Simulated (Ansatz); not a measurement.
**BF₃ + HCl: a complex and its separated parts**

The complex below is one end of an elementary step. How strongly is it bound against its free parts?

Computed with Ansatz 0.2.0, Gaussian basis. Level: PBE0-D4/def2-TZVP structures, single points in def2-TZVPP, no counterpoise correction.

Levels: SPW92, PBE-D4, BLYP-D4, r2SCAN-D4, B97M-V, PBE0-D4, B3LYP-D4, r2SCAN0-D4, BHLYP-D4, CAM-B3LYP-D4, wB97X-V, wB97M-V, B2PLYP, PBE-QIDH, RPA on PBE, Hartree-Fock, MP2, CCSD, CCSD(T).

Correlated methods freeze the cores. B3LYP uses VWN-RPA correlation. B2PLYP carries no dispersion term here.

94 further runs of the same task are left out: 94 set aside as unsound or not needed.

### Step 1. The system as given

The complex: 6 atoms, charge 0, spin multiplicity 1.

Atoms are counted from 1 here; the program's logs count them from 0.

Bond lengths: B1–F2 1.316 Å, B1–F3 1.311 Å, B1–F4 1.311 Å, H5–Cl6 1.281 Å. Angles: F2–B1–F3 119.8°, F2–B1–F4 119.8°, F3–B1–F4 120.2°.

Geometry (Å):

```tsv
atom	x (Å)	y (Å)	z (Å)
B1	-0.5203	-0.3895	-0.8001
F2	0.4572	-1.2367	-0.5590
F3	-0.3442	0.5808	-1.6644
F4	-1.6894	-0.5638	-0.2324
H5	1.4999	0.3554	1.6930
Cl6	0.5968	1.2539	1.5628
```

Its parts: BF₃ holds atoms 1, 2, 3, 4; HCl holds atoms 5, 6. Each part counts its atoms afresh in its own runs.

### Step 2. Relaxing BF₃ alone

relax-a/in.yaml

```yaml
crystal:
  periodic: [false, false, false]
  atoms:
    - {symbol: B, position_ang: [-0.520334, -0.389483, -0.800090]}
    - {symbol: F, position_ang: [0.457239, -1.236720, -0.558986]}
    - {symbol: F, position_ang: [-0.344244, 0.580762, -1.664387]}
    - {symbol: F, position_ang: [-1.689397, -0.563810, -0.232380]}
basis:
  gaussian: {orbitals: def2-TZVP}
hamiltonian: {xc: pbe0, dispersion: d4}
relax: {f_tol: 0.005, max_steps: 200}
```

On the command line:

```console
ansatz run in.yaml --threads 4 --pin off --events-out ev --progress --plain --max-ram 9574MiB
```

Further steps of the session: Relaxing HCl alone; SPW92/def2-TZVPP; PBE-D4/def2-TZVPP; BLYP-D4/def2-TZVPP; r2SCAN-D4/def2-TZVPP; B97M-V/def2-TZVPP; PBE0-D4/def2-TZVPP; B3LYP-D4/def2-TZVPP; r2SCAN0-D4/def2-TZVPP; BHLYP-D4/def2-TZVPP; CAM-B3LYP-D4/def2-TZVPP; wB97X-V/def2-TZVPP; wB97M-V/def2-TZVPP; B2PLYP/def2-TZVPP; PBE-QIDH/def2-TZVPP; RPA on PBE/def2-TZVPP; CCSD(T)/def2-TZVPP; Vibrations of BF₃; Vibrations of HCl.

**Question.** What will these runs give? Wanted: complex less parts, CCSD(T)/def2-TZVPP; with zero-point energy; largest T1 diagnostic.

As calculated:

| quantity | value |
| --- | --- |
| complex less parts, CCSD(T)/def2-TZVPP | -9.7 kJ/mol |
| with zero-point energy | -7.2 kJ/mol |
| largest T1 diagnostic | 0.012 |

At CCSD(T) the complex lies 9.7 kJ/mol below its parts. Among the functionals PBE-QIDH lands nearest to CCSD(T) (+1.1 kJ/mol) and SPW92 farthest (-8.6 kJ/mol). By rung, the mean size of the error is: LDA 8.6, GGA 2.5, meta-GGA 2.7, hybrid 2.2, range-separated hybrid 2.5, double hybrid 1.8 kJ/mol. PBE-D4 gives a relative energy 2.7 kJ/mol too low, an error of 28 % of the reference. No counterpoise was applied, and triple zeta lacks some correlation, so the CCSD(T) reference has a basis error of its own, and close matches with it are partly luck.
